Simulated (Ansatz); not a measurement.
# CH7ClSSi2: the cost of one run

Method: RKS r2SCAN-D4/def2-SVP, in Ansatz 0.2.0.

**1. The structure to begin with**

Bond lengths: S1–Si2 2.087 Å, Si2–Si3 2.309 Å, Si3–C4 1.887 Å, C4–Cl5 1.762 Å, S1–H6 1.346 Å, Si2–H7 1.511 Å, Si2–H8 1.444 Å, Si3–H9 1.526 Å, Si3–H10 1.440 Å, C4–H11 1.154 Å, C4–H12 1.068 Å. Angles (14 of 19 angles, heavy atoms first): S1–Si2–Si3 111.7°, Si2–Si3–C4 106.9°, Si3–C4–Cl5 109.5°, S1–Si2–H7 107.1°, S1–Si2–H8 110.2°, Si3–Si2–H7 109.7°, Si3–Si2–H8 109.4°, Si2–S1–H6 100.6°, Si2–Si3–H9 106.8°, Si2–Si3–H10 110.6°, C4–Si3–H9 108.3°, C4–Si3–H10 113.9°, Si3–C4–H11 106.1°, Si3–C4–H12 113.2°.

Structure file:

```xyz
12

S    -1.8858    1.7841    1.9114
Si   -0.8139    0.0910    1.3295
Si    0.0458    0.3163   -0.8016
C     1.0859   -1.2218   -1.1392
Cl    1.7584   -1.1322   -2.7655
H    -0.9236    2.7231    1.8401
H     0.3145   -0.0833    2.3192
H    -1.6607   -1.0778    1.3847
H     0.9753    1.5261   -0.7762
H    -1.0127    0.5263   -1.7552
H     0.3558   -2.1148   -1.1134
H     1.8382   -1.3922   -0.4000
```

**2. Relaxing end A**

File input.yaml:

```yaml
crystal:
  periodic: [false, false, false]
  atoms:
    - { symbol: S, position_ang: [-1.8858, 1.7841, 1.9114] }
    - { symbol: Si, position_ang: [-0.8139, 0.091, 1.3295] }
    - { symbol: Si, position_ang: [0.0458, 0.3163, -0.8016] }
    - { symbol: C, position_ang: [1.0859, -1.2218, -1.1392] }
    - { symbol: Cl, position_ang: [1.7584, -1.1322, -2.7655] }
    - { symbol: H, position_ang: [-0.9236, 2.7231, 1.8401] }
    - { symbol: H, position_ang: [0.3145, -0.0833, 2.3192] }
    - { symbol: H, position_ang: [-1.6607, -1.0778, 1.3847] }
    - { symbol: H, position_ang: [0.9753, 1.5261, -0.7762] }
    - { symbol: H, position_ang: [-1.0127, 0.5263, -1.7552] }
    - { symbol: H, position_ang: [0.3558, -2.1148, -1.1134] }
    - { symbol: H, position_ang: [1.8382, -1.3922, -0.4] }
basis:
  gaussian: { orbitals: def2-SVP }
hamiltonian:
  xc: r2scan
  dispersion: d4
relax:
  f_tol: 0.015
  max_steps: 40
output:
  orbitals: {}
```

The run is started by

```
$ ansatz run input.yaml --threads 2 --pin off --max-ram 3072MiB --backend cpu --events-out ev --progress --plain --runs-dir out
```

Q: Estimate wall time and peak memory on 2 threads of Arm Neoverse V1, shared host.

About 63 s, with a peak of 0.2 GiB.
